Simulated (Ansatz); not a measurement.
I need cell relaxations under several functionals of Al, space group Im-3m. Use the Ansatz DFT code, driven from Python. Settings (first run): PBEsol, PAW, cutoff 470 eV, 13×13×13 k-points, Fermi-Dirac smearing of 0.15 eV, D3BJ dispersion.

```
Al
1.0
    -1.59122    1.59122    1.59122
     1.59122   -1.59122    1.59122
     1.59122    1.59122   -1.59122
Al
1
Direct
  0.00000 0.00000 0.00000
```

The script, `run_lattice.py`:
```python
"""How the lattice of Al depends on the functional."""

import warnings

import ansatz as az
import numpy as np
from pymatgen.core import Lattice, Structure
from pymatgen.io.ase import AseAtomsAdaptor

def edges_and_angles(cell):
    cell = np.asarray(cell)
    a, b, c = np.linalg.norm(cell, axis=1)
    cosines = cell[1] @ cell[2] / (b * c), cell[0] @ cell[2] / (a * c), cell[0] @ cell[1] / (a * b)
    return (a, b, c, *np.degrees(np.arccos(cosines)))


def main() -> None:
    warnings.simplefilter("ignore", az.DeckWarning)

    pmg_structure = Structure(
        Lattice([(-1.59122, 1.59122, 1.59122), (1.59122, -1.59122, 1.59122), (1.59122, 1.59122, -1.59122)]),
        ["Al"],
        [
            (0.0, 0.0, 0.0),
        ],
    )
    cell = az.Crystal.from_ase(AseAtomsAdaptor.get_atoms(pmg_structure))

    calc = (
        cell.calculation()
        .basis(470)  # cutoff of the orbital basis
        .kpoints(13)  # the mesh must be finer for metals
        .occupations("fermi_dirac", width=0.15)  # smearing steadies the SCF of a metal
        .relax(cell=True, force_tolerance=0.03, max_steps=100)  # relax until the tolerances are met
    )

    levels = [("pbesol", "d3bj"), ("lda", "none"), ("blyp", "d3bj")]
    print("level            a       b       c    alpha   beta  gamma  V/atom  steps")
    for name, dispersion in levels:
        seen = []
        run = calc.functional(name, dispersion=dispersion).session().plan()
        out = run.execute(on_event=lambda e: seen.append(e) if e["event"] == "relax_step" else None)
        cell = out.lattice.cell_ang
        label = name if dispersion == "none" else f"{name}+{dispersion}"
        print("{:13s} {:7.4f} {:7.4f} {:7.4f} {:6.2f} {:6.2f} {:6.2f}".format(label, *edges_and_angles(cell)), f"{abs(np.linalg.det(cell)) / len(out.lattice.sites):7.3f} {len(seen):5d}")


if __name__ == "__main__":
    main()
```

Output of `python run_lattice.py`:
```text
level            a       b       c    alpha   beta  gamma  V/atom  steps
pbesol+d3bj    2.7421  2.7421  2.7421 109.47 109.47 109.47  15.873     3
lda            2.7597  2.7597  2.7597 109.47 109.47 109.47  16.179     3
blyp+d3bj      2.7452  2.7452  2.7452 109.47 109.47 109.47  15.926     4
```

From smallest to largest: PBEsol+D3BJ (15.87 Å³ an atom, -1.5 % against the start), BLYP+D3BJ (15.93 Å³ an atom, -1.2 % against the start) and LDA (16.18 Å³ an atom, +0.4 % against the start). The spread is 1.9 % in volume.

BLYP and dispersion corrections can be off by several per cent in the lattices of metals, and by several GPa in the pressure at a fixed cell. For a metal this k-point mesh is coarse: on a finer one energies can move by several to tens of meV an atom and pressures by half a GPa or more, differences at one mesh by less. Edges and angles are those of the cell as typed, here a primitive one, not of the conventional cell. This isn't the structure that Al takes at ambient conditions. Run time: 7.8 s on 1 thread of Intel(R) Xeon(R) Processor @ 2.30GHz, with other jobs on the host, peak memory 0.53 GiB.

(A comment or docstring line of the script was reworded after the run, the code is as it ran.)
